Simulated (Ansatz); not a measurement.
# WSe2: the cost of one run

Computed with Ansatz 0.2.0 (DFT PBEsol, scalar-relativistic, plane waves, PAW, unless a step's input says otherwise).

1 further run of the same task is left out (set aside as unsound or not needed).

### 1 The structure to begin with

It takes space group P-6m2 (No. 187, hexagonal). Conventional cell: a = 3.271 Å, b = 3.271 Å, c = 29.185 Å, α = 90.00°, β = 90.00°, γ = 120.00°. W (site symmetry -6m2) is surrounded by 6 Se at 2.52 Å. Around W (site symmetry 3m) lie 6 Se at 2.52 Å. Se (site symmetry 3m) is surrounded by 3 W at 2.52 Å.

Structure file:

```cif
data_structure
_symmetry_space_group_name_H-M 'P-6m2'
_symmetry_Int_Tables_number 187
_cell_length_a 3.2709
_cell_length_b 3.2709
_cell_length_c 29.1847
_cell_angle_alpha 90.000
_cell_angle_beta 90.000
_cell_angle_gamma 120.000
_cell_volume 270.41
loop_
_atom_site_label
_atom_site_type_symbol
_atom_site_symmetry_multiplicity
_atom_site_Wyckoff_symbol
_atom_site_fract_x
_atom_site_fract_y
_atom_site_fract_z
_atom_site_occupancy
W1 W 1 e 0.66667 0.33333 0.00000 1
W2 W 2 h 0.33333 0.66667 0.77346 1
Se1 Se 2 h 0.33333 0.66667 0.05737 1
Se2 Se 2 i 0.66667 0.33333 0.83084 1
Se3 Se 2 i 0.66667 0.33333 0.28383 1
```

It goes back to an entry of the Materials Project, which need not be the stable form.

It is the result of an earlier relaxation at this level (volume 30.05 Å³/atom; gap on the mesh: 1.25 eV).

### 2 The reference: the undisturbed cell on the scan's mesh

Input file input.yaml:

```yaml
crystal:
  lattice:
    - [3.2709028621, 0.0, 0.0]
    - [-1.635451431, 2.8326849719, 0.0]
    - [0.0, 0.0, 29.1847499586]
  atoms:
    - { symbol: W, position: [0.6666666667, 0.3333333333, 0.0] }
    - { symbol: W, position: [0.3333333333, 0.6666666667, 0.7734641533] }
    - { symbol: W, position: [0.3333333333, 0.6666666667, 0.2265358467] }
    - { symbol: Se, position: [0.3333333333, 0.6666666667, 0.0573689714] }
    - { symbol: Se, position: [0.6666666667, 0.3333333333, 0.830840301] }
    - { symbol: Se, position: [0.6666666667, 0.3333333333, 0.283834164] }
    - { symbol: Se, position: [0.3333333333, 0.6666666667, 0.9426310286] }
    - { symbol: Se, position: [0.6666666667, 0.3333333333, 0.716165836] }
    - { symbol: Se, position: [0.6666666667, 0.3333333333, 0.169159699] }
basis:
  ecutwfc: 420
kpoints:
  mp_grid: { grid: [12, 12, 1] }
hamiltonian:
  xc: pbesol
scf:
  occupations: { method: gaussian, width: 0.05 }
output:
  forces: true
  stress: true
  eigenvalues: true
  write_density: true
  write_potential: true
  elf: true
  volumetric_format: npy
```

On the command line:

```bash
$ ansatz run input.yaml --threads 2 --pin off --max-ram 5120MiB --backend cpu --events-out ev --progress --plain --runs-dir out
```

Q: Estimate wall time and peak memory on 2 threads of AMD EPYC 9R45 (Zen 5), shared host.

About 9.3 s, with a peak of 0.79 GiB.
